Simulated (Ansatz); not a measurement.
# CrFHO₃: a ladder of functionals and wavefunction methods

One table from this session's results is given with a row withheld; the runs are named, their logs left out.

Method: functionals in def2-TZVPP, the program's frozen cores in correlated methods; program: Ansatz 0.2.0, Gaussian basis.

The runs, in order: LDA (SPW92), PBE-D4, revPBE-D4, BLYP-D4, r2SCAN-D4, B97M-V, PBE0-D4, B3LYP-D4, r2SCANh-D4, r2SCAN0-D4, HSE06-D4, BHLYP-D4, CAM-B3LYP-D4, LC-ωPBE, ωB97X-V, ωB97M-V, B2PLYP, PBE-QIDH; CCSD(T)/def2-SVP; CCSD(T)/def2-TZVPP; MP2/def2-QZVPP; extrapolation to the limit; RPA on PBE.

### The geometry

An earlier PBE0-D4 in a triple-zeta def2 set relaxation fixed the geometry.

6 atoms, charge 0, spin multiplicity 1.

Atoms are counted from 1 here; the program's logs count them from 0.

Bond lengths: O1–Cr2 1.541 Å, Cr2–O3 1.539 Å, Cr2–O4 1.731 Å, Cr2–F5 1.710 Å, O4–H6 0.965 Å. Angles: O1–Cr2–O3 109.8°, O1–Cr2–O4 109.8°, O1–Cr2–F5 109.3°, O3–Cr2–O4 108.4°, O3–Cr2–F5 110.1°, O4–Cr2–F5 109.5°, Cr2–O4–H6 115.9°.

The first run:

File in.yaml:

```yaml
crystal:
  periodic: [false, false, false]
  atoms:
    - {symbol: O, position_ang: [-0.181290, -1.579925, -0.331215]}
    - {symbol: Cr, position_ang: [0.372744, -0.190252, 0.039112]}
    - {symbol: O, position_ang: [1.187872, -0.283864, 1.341441]}
    - {symbol: O, position_ang: [-0.936545, 0.912871, 0.293145]}
    - {symbol: F, position_ang: [1.362816, 0.380573, -1.233101]}
    - {symbol: H, position_ang: [-1.763396, 0.696496, -0.155681]}
basis:
  gaussian: {orbitals: def2-TZVPP}
hamiltonian: {xc: lda}
output: {orbitals: {seedname: orbitals}}
```

Steps of the session up to this table: LDA; PBE-D4 (GGA); revPBE-D4 (GGA); BLYP-D4 (GGA); r2SCAN-D4 (meta-GGA); B97M-V (meta-GGA); PBE0-D4 (hybrid); B3LYP-D4 (hybrid); r2SCANh-D4 (hybrid); r2SCAN0-D4 (hybrid); HSE06-D4 (hybrid); BHLYP-D4 (hybrid); CAM-B3LYP-D4 (range-separated); LC-ωPBE-D4 (range-separated; the results give it without D4); ωB97X-V (range-separated); ωB97M-V (range-separated); B2PLYP (double hybrid); PBE-QIDH (double hybrid).

One of the session's tables, all rows but one given; the rest of the session is left out.

It belongs to the step «Orbital energies across the functionals». 

```
  functional  HOMO (eV)  LUMO (eV)  gap (eV)
 LDA (SPW92)      -8.54      -5.32      3.22
      PBE-D4      -8.29      -5.03      3.26
   revPBE-D4      -8.20      -4.93      3.28
     BLYP-D4      -8.22      -4.99      3.23
   r2SCAN-D4      -8.71      -5.16      3.54
      B97M-V      -8.81      -5.18      3.63
     PBE0-D4     -10.05      -4.33      5.72
    B3LYP-D4          ?          ?         ?
  r2SCANh-D4      -9.36      -4.87      4.49
  r2SCAN0-D4     -10.35      -4.41      5.94
    HSE06-D4      -9.64      -4.72      4.92
    BHLYP-D4     -11.79      -3.46      8.33
CAM-B3LYP-D4     -11.56      -3.27      8.28
     LC-ωPBE     -12.83      -2.03     10.80
     ωB97X-V     -12.51      -2.07     10.44
     ωB97M-V     -12.46      -2.06     10.40
```

Q: Estimate the row for B3LYP-D4 from the others.

Worked estimate for «HOMO (eV)». Against the share of exact exchange, BLYP-D4 (0, -8.22), BHLYP-D4 (0.5, -11.79) give a slope of -7.14 per unit share; at 0.2 the line stands at -9.65.

The run gave: HOMO (eV): -9.80; LUMO (eV): -4.62; gap (eV): 5.18. In «HOMO (eV)» the line misses by +0.15.
